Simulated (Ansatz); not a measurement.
# WC (P-6m2): point defect (substitution) in a supercell in Python

What does a point defect do in WC (P-6m2)? Wanted for WC (P-6m2): a point defect (substitution) in a supercell.

Computed with the Python package of Ansatz 0.2.0. Level of theory: DFT PBE+D3(BJ), plane waves, PAW.

### Step 1. Starting point

The structure is hexagonal, space group P-6m2 (No. 187). The conventional cell has a = 2.907 Å, b = 2.907 Å, c = 2.837 Å, α = 90.00°, β = 90.00°, γ = 120.00°. W (site symmetry -6m2) has 6 C at 2.20 Å as nearest neighbours. Around C (site symmetry -6m2) lie 6 W at 2.20 Å.

The script holds or builds the structure itself.

### Step 2. Script

Contents of defect.py:

```python
import logging
import sys

import ansatz as az
import numpy as np

logging.basicConfig(stream=sys.stdout, format="%(levelname)s %(message)s")
logger = logging.getLogger("ansatz_job")
logger.setLevel(logging.INFO)


def main() -> None:
    vectors = np.array([
        [2.9065, 0.0, 0.0],
        [-1.45325, 2.5171, 0.0],
        [0.0, 0.0, 2.8366],
    ])
    cell = (
        az.Lattice.of(vectors)
        .atom("W", (0.0, 0.0, 0.0))
        .atom("C", (2 / 3, 1 / 3, 0.5))
    )
    host = cell.supercell(2)
    defective = host.substitution("Ta", at=(0.0, 0.0, 0.0), replaces="W")

    def with_settings(structure):
        return (
            structure.calculation()
            .kpoints(3, 3, 2)
            .occupations("fermi_dirac")
            .functional("pbe", dispersion="d3bj")
            .basis(21 * az.Ha)
            .band_table()
        )


    perfect = with_settings(host).run().report
    setup = with_settings(defective)
    setup = setup.relax(force_tolerance=0.05, max_steps=25)
    out = setup.run()
    r = out.report

    n_host, n_defect = len(perfect["lattice"]["sites"]), len(r["lattice"]["sites"])
    logger.info(f"perfect cell: {n_host} atoms, F = {perfect['free_energy_ev']:.4f} eV")
    logger.info(f"defect cell:  {n_defect} atoms, F = {r['free_energy_ev']:.4f} eV")
    logger.info(f"difference {r['free_energy_ev'] - perfect['free_energy_ev']:.4f} eV (no chemical potentials)")

    for site in out.lattice.sites:
        print(f"{site.symbol:2s}", " ".join(f"{v:8.4f}" for v in site.position_ang))

    for label, run in (("perfect", perfect), ("defect", r)):
        levels, filled = np.array(run["eigenvalues_ev"][0]), np.array(run["occupations"][0])
        top = int(np.argmin(np.abs(levels - run["fermi_energy_ev"])))
        window = slice(max(top - 3, 0), top + 4)
        print(label, "levels near E_F at the first k-point:", ", ".join(f"{e - run['fermi_energy_ev']:.2f} ({f:.2f})" for e, f in zip(levels[window], filled[window])))


if __name__ == "__main__":
    main()
```

### Step 3. Launch

On the command line:

```console
python defect.py
```

Standard output:

```text
INFO perfect cell: 16 atoms, F = -85095.6441 eV
INFO defect cell:  16 atoms, F = -84643.4491 eV
INFO difference 452.1949 eV (no chemical potentials)
Ta  -0.0000  -0.0000   0.0000
C    1.4672   0.8471   1.4426
W   -0.0000  -0.0000   2.8366
C    1.4672   0.8471   4.2306
W   -1.4490   2.5196   0.0000
C   -0.0000   3.3561   1.4079
W   -1.4599   2.5133   2.8366
C   -0.0000   3.3561   4.2653
W    2.9065  -0.0049   0.0000
C    4.3458   0.8471   1.4426
W    2.9065   0.0076   2.8366
C    4.3458   0.8471   4.2306
W    1.4490   2.5196   0.0000
C    2.9065   3.3401   1.4426
W    1.4599   2.5133   2.8366
C    2.9065   3.3401   4.2306
perfect levels near E_F at the first k-point: -0.27 (1.87), -0.06 (1.28), -0.06 (1.28), -0.06 (1.28), 1.98 (0.00), 1.98 (0.00), 1.98 (0.00)
defect levels near E_F at the first k-point: -0.42 (1.97), -0.31 (1.91), -0.15 (1.64), -0.15 (1.64), 0.26 (0.13), 0.37 (0.05), 0.61 (0.00)
```

Wall time 74 s (1 thread of Arm Neoverse V1, shared host); peak memory 0.63 GiB.

### Step 4. What the script built

Run 2 starts from these 16 atoms:

```xyz
16
Lattice="5.813 0.000 0.000 -2.906 5.034 0.000 0.000 0.000 5.673" Properties=species:S:1:pos:R:3 pbc="T T T"
Ta    0.000    0.000    0.000
C     1.453    0.839    1.418
W     0.000    0.000    2.837
C     1.453    0.839    4.255
W    -1.453    2.517    0.000
C     0.000    3.356    1.418
W    -1.453    2.517    2.837
C     0.000    3.356    4.255
W     2.906    0.000    0.000
C     4.360    0.839    1.418
W     2.906    0.000    2.837
C     4.360    0.839    4.255
W     1.453    2.517    0.000
C     2.906    3.356    1.418
W     1.453    2.517    2.837
C     2.906    3.356    4.255
```

### Step 5. Run by run

From the records of these 2 runs:

| run | kind of run | system | energy (eV/atom) | SCF cycles in all | CPU time (s) |
| --- | --- | --- | --- | --- | --- |
| 1 | single point | WC (16 atoms) | -5318.4778 | 6 | 8.3 |
| 2 | relaxation | TaW7C8 (16 atoms) | -5290.2156 | 30 | 65 |

Energies are free energies F = E - TS of the smeared occupations. Totals carry meaning only in balanced differences at one level of theory.

### Step 6. How the relaxation of run 2 went

Step by step:

| step | E - E(step 1) (eV/cell) | largest force component (eV/Å) |
| --- | --- | --- |
| 1 | 0.0000 | 0.6106 |
| 2 | -0.0664 | 0.2075 |
| 3 | -0.0684 | 0.1700 |
| 4 | -0.0700 | 0.0164 |
| 5 | -0.0700 | 0.0164 |

Step 1 is the start.

### Step 7. Results

| quantity | value |
| --- | --- |
| runs compared | 2 |
| moves of the relaxation of run 2 | 3 |
| energy gained in run 2 | 4.4 meV/atom |
| last largest force component of run 2 | 0.0164 eV/Å |

**Reading.** In CPU time, run 2 (relaxation) cost about 7.8 times as much as run 1 (single point). A formation energy would need chemical potentials for the atoms added or removed, which the two totals don't give. The cell is small, so the defect feels its images. Run 2: After 3 moves the largest shift is 0.029 Å. No spin polarisation was allowed. The computed bands are complete only to about 3.7 eV above the Fermi level. The mesh is modest for a metal, so energies can be off by several to tens of meV an atom and pressures by half a GPa or more; differences at equal mesh fare better. The relaxation stopped at 0.016 eV/Å, so the energy gained is a lower bound and displacements are uncertain. The difference holds no chemical potentials. Errors of mesh and smearing per atom add up over the supercell, so the energy can be off by tenths of an eV. Each cell's levels count from its own Fermi level and aren't aligned; one k-point can hide that the defect cell is metallic. The supercell is small, so the defect meets its images and the energies aren't those of an isolated defect; a partly filled defect level may also lower its energy by spin or distortion. For a charged cell the difference holds no correction, alignment or term for the electrons' reservoir. Spin-orbit coupling is left out, though heavy elements are present.
